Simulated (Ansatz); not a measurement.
Working through a ladder of methods at one geometry of AlH3OS2, SMILES [OH][Al]([SH])[SH]

With Ansatz 0.2.0, Python API.

Interactive session:
```pycon
>>> import ansatz
>>> mol = (
...     ansatz.Crystal.molecule()
...     .atom("O", [-1.9435, 0.0267, 0.2748])
...     .atom("Al", [-0.2604, -0.4973, 0.0797])
...     .atom("S", [1.054, -0.6333, 1.8868])
...     .atom("S", [0.626, -1.0173, -1.9721])
...     .atom("H", [-1.9408, 1.0476, 0.1386])
...     .atom("H", [1.5218, 0.7097, 1.74])
...     .atom("H", [1.0042, 0.2959, -2.1935])
... )
>>> base = mol.calculation().basis(gaussian="def2-SVP")
>>> methods = ["mp2", "ccsd", "ccsd_t"]
>>> reports = [base.correlation(m).run(threads=1).report for m in methods]

>>> print(f"Hartree-Fock reference {reports[0]['reference_energy_ev'] / 27.211386246:.6f} Ha")
Hartree-Fock reference -1113.315640 Ha
>>> best = reports[-1]["free_energy_ev"] - reports[-1]["reference_energy_ev"]
>>> for method, each in zip(methods, reports):
...     gained = each["free_energy_ev"] - each["reference_energy_ev"]
...     print(f"{method:8s} total {each['free_energy_ev'] / 27.211386246:.6f} Ha  correlation {gained:9.4f} eV  ({100 * gained / best:.1f} % of the last)")
...
mp2      total -1113.827490 Ha  correlation  -13.9281 eV  (90.3 % of the last)
ccsd     total -1113.868250 Ha  correlation  -15.0373 eV  (97.4 % of the last)
ccsd_t   total -1113.882736 Ha  correlation  -15.4314 eV  (100.0 % of the last)
```

Caveats:
- These settings explore the input space; basis and method may be short of convergence.
- The geometry is a force-field or estimated start, not a minimum of this method, and the basis set is short of its limit. A lower total doesn't mark the better method: functionals have no common bound, and MP2 and coupled cluster aren't variational.
- Inner cores stay frozen, so this is valence correlation.
- Wall time of the script: 8 s on 1 thread of Arm Neoverse V2, with other jobs on the host, peak memory 0.27 GiB.

(Lines on the test bed's own set-up are left out of the output.)
